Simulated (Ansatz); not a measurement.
Runs of Ansatz 0.2.0 on HfGe. The structure is hexagonal, space group P-6m2 (No. 187). Conventional cell: a = 3.934 Å, b = 3.934 Å, c = 3.510 Å, α = 90.00°, β = 90.00°, γ = 120.00°. Around Hf (site symmetry -6m2) lie 3 Ge at 2.27 Å. Ge (site symmetry -6m2) is surrounded by 3 Hf at 2.27 Å. The cell was built by a generator and needn't be a form met in nature.

| task | level | cell | cutoff (eV) | points for each segment of the path | gap on the mesh (eV) | pressure (GPa) | relaxed volume (Å³/atom) |
| --- | --- | --- | --- | --- | --- | --- | --- |
| single point | r2SCAN50 | as given | 500 | - | 1.69 | 41.8 | - |
| relaxation of cell and atoms | HF | relaxed | 420 | - | (b) | 0.0 | 33.29 |
| single point | HF | as given | 420 | - | 4.02 | (a) | - |
| band structure | HSE03 | as given | 420 | 4 | none | 38.2 | - |
| single point | PBE0 | as given | 420 | - | none | 37.9 | - |
| band structure | HSEsol | as given | 420 | 4 | none | 35.4 | - |
| relaxation of cell and atoms | PBEsol0 | relaxed | 420 | - | none | 0.0 | 27.51 |
| single point | PBEsol0 | as given | 420 | - | none | 35.1 | - |

Alike in all rows: potentials or basis Ansatz PAW; no spin polarisation; k mesh 4 × 4 × 4; smearing fermi-dirac 0.05 eV; the mesh is coarse, so values aren't converged.

Question: Estimate the missing entries.

Answer: (a) 54.6; (b) 4.85.

Caveats: all runs use coarse meshes; the PAW data sets come from PBE, with cores solved anew for the run's functional, which leaves a small shift of forces and pressure; the thresholds are loose for stress (some runs); a pressure of tens of GPa on the cell as given is suspect, and the run, the potentials or the cell itself is likely at fault (some runs); spin-orbit coupling is left out, which moves the levels of the heavy elements (some runs); the volume moved by over 15 % at a fixed basis, so the end points are rough (some runs); the plane-wave basis is chosen anew once the cell has moved, so the energies of steps on either side of that aren't comparable (some runs); so large a pressure means that the cell lies far from this level's equilibrium, or that cutoff or potentials fall short (some runs).

A k mesh can miss the band edges, and the runs leave out spin-orbit coupling on Ge, Hf.

A gap of «none» marks a metal or a gap under the smearing width.
